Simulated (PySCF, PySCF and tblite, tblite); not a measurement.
# C4H5FO2: a path driven as rotation about a bond, and NMR exchange

One table from this session's results is given with a row withheld; the runs are named, their logs left out.

Programs: PySCF 2.14.0 with density-fitted response routines of our own, and tblite 0.8.0. All values are computed, except where a source is named. Atoms count from 0 throughout.

## The starting structure

12 atoms, charge 0, multiplicity 1; geometry from: force field or distance geometry start.

Bonds of the start (Å): C0–C1 1.49, C0–H7 1.10, C0–H8 1.09, C0–H9 1.10, C1–C3 1.49, C1–O2 1.24, C3–C4 1.34, C3–H10 1.08, C4–F6 1.34, C4–O5 1.38, O5–H11 0.98.

The first run:

Job settings and geometry (Å):

```
{"job": {"xc": "GFN2-xTB", "basis": "xTB", "kind": "relax"}, "charge": 0, "multiplicity": 1}
C     -2.072500     0.059500    -0.103800
C     -0.731500     0.224100     0.528000
O     -0.609100     0.618700     1.695500
C      0.449000    -0.096200    -0.315800
C      1.697800    -0.076000     0.165900
O      2.752100    -0.383400    -0.662900
F      1.969900     0.254200     1.433900
H     -2.774600    -0.341000     0.636500
H     -2.036300    -0.635300    -0.945500
H     -2.437100     1.035900    -0.445400
H      0.261100    -0.376200    -1.340200
H      3.532400    -0.285000    -0.081600
```

Command:

```console
OMP_NUM_THREADS=1 python ens_run.py task.json out
```

One launch serves the whole session.

Among the steps run: GFN2-xTB relaxation, start minimum; Relaxed scan, rotation; Nudged elastic band, leg 1; Saddle search, leg 1; DFT refinement, start: PBE0-D3(BJ)/def2-SVP; Shieldings, start: PBE0/pcSseg-1; Shieldings, saddle of leg 1: PBE0/pcSseg-1; Shieldings, end: PBE0/pcSseg-1; Kinetics and line shapes; Shieldings, start: OLYP/pcSseg-1; Single-point energy, saddle of leg 1: OLYP/pcSseg-1; Shieldings, end: OLYP/pcSseg-1; Second level: OLYP/pcSseg-1 + D3(BJ); Shieldings, start: PBE0/pcseg-1; Single-point energy, saddle of leg 1: PBE0/pcseg-1; Shieldings, end: PBE0/pcseg-1; Second level: PBE0/pcseg-1 + D3(BJ).

One table of the session follows, with a row left open; its other results are not shown here.

It belongs to the step «Second level: PBE0/pcseg-1 + D3(BJ)». Barriers by level (kcal/mol; entropies in cal/(mol K)). Zero-point and thermal terms come from xTB in every row. ΔG‡ leaves symmetry out; the rate counts equivalent paths (a factor of 2); effective ΔG‡, where given, is the barrier that would give that rate by Eyring's equation alone:

| level | ΔE‡ | with zero-point | ΔH‡ | ΔG‡ (298 K) | ΔE of reaction |
| --- | --- | --- | --- | --- | --- |
| GFN2-xTB | 7.58 | 6.88 | 6.70 | 6.94 | 3.71 |
| PBE0-D3(BJ)/def2-SVP | ? | ? | ? | ? | ? |
| PBE0/pcSseg-1 + D3(BJ) | 5.40 | 4.70 | 4.52 | 4.77 | 0.94 |
| PBE0/pcseg-1 + D3(BJ) | 5.38 | 4.68 | 4.50 | 4.74 | 0.98 |

Q: Estimate the row for PBE0-D3(BJ)/def2-SVP from the others.

As computed: ΔE‡: 5.64; with zero-point: 4.94; ΔH‡: 4.76; ΔG‡ (298 K): 5.00; ΔE of reaction: 0.62. In the column «ΔE‡» it lies between PBE0/pcSseg-1 + D3(BJ) (5.40) and GFN2-xTB (7.58).
